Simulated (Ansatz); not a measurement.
Crystal: NiMoIrPdW.

```xyz
5
Lattice="4.1170 0.0000 0.0000 -2.0585 3.5655 0.0000 0.0000 0.0000 5.4458" Properties=species:S:1:pos:R:3 pbc="T T T"
Ni    0.0000    0.0000    5.2157
Mo    2.0585    1.1885    5.2367
Pd    2.0585    1.1885    2.5211
Ir    0.0000    2.3770    3.9521
W     0.0000    2.3770    1.2875
```

The cell was built by a generator and needn't be a form met in nature.

```yaml
Program: Ansatz 0.2.0
Task: relaxation of cell and atoms
Functional: r2SCAN
Dispersion: D4
Potentials_or_basis: Ansatz PAW
Cutoff: "500 eV (not typed: the program's choice for these potentials)"
k_mesh: 6 × 6 × 4
Occupations: fermi-dirac, width 0.05 eV
Spin: collinear spin, ferromagnetic start
Starting_moments: "[1.0, 1.0, 0.0, 0.6, 0.0] μB"
```

At the start: volume 15.99 Å³/atom.

Question: Where does the relaxation end?

Answer: It ends after 5 steps and the volume is 15.53 Å³/atom (-2.9 %); space group P3m1 (No. 156, to 0.05 Å); moment 0.00 μB per cell.

The path:
```csv
step,energy change (eV),largest force (eV/Å),volume (Å³)
1,0.0000,0.1986,79.94
2,-0.0526,0.0382,77.82
3,-0.0535,0.0140,77.65
4,-0.0535,0.0069,77.66
5,-0.0518,0.0069,77.66
```

Final structure:
```xyz
5
Lattice="4.0700 0.0000 0.0000 -2.0350 3.5248 0.0000 0.0000 0.0000 5.4133" Properties=species:S:1:pos:R:3 pbc="T T T"
Ni    0.0000    0.0000    5.1680
Mo    2.0350    1.1749    5.2219
Pd    2.0350    1.1749    2.5188
Ir    0.0000    2.3498    3.9165
W     0.0000    2.3498    1.2795
```

Caveat: the magnetic or orbital state may not be the lowest; the plane-wave basis is chosen anew once the cell has moved, so the energies of steps on either side of that aren't comparable; pairwise dispersion overbinds metals, which lowers pressure and volume; the PAW data sets come from PBE, with cores solved anew for the run's functional, which leaves a small shift of forces and pressure; the starting moments weren't kept.
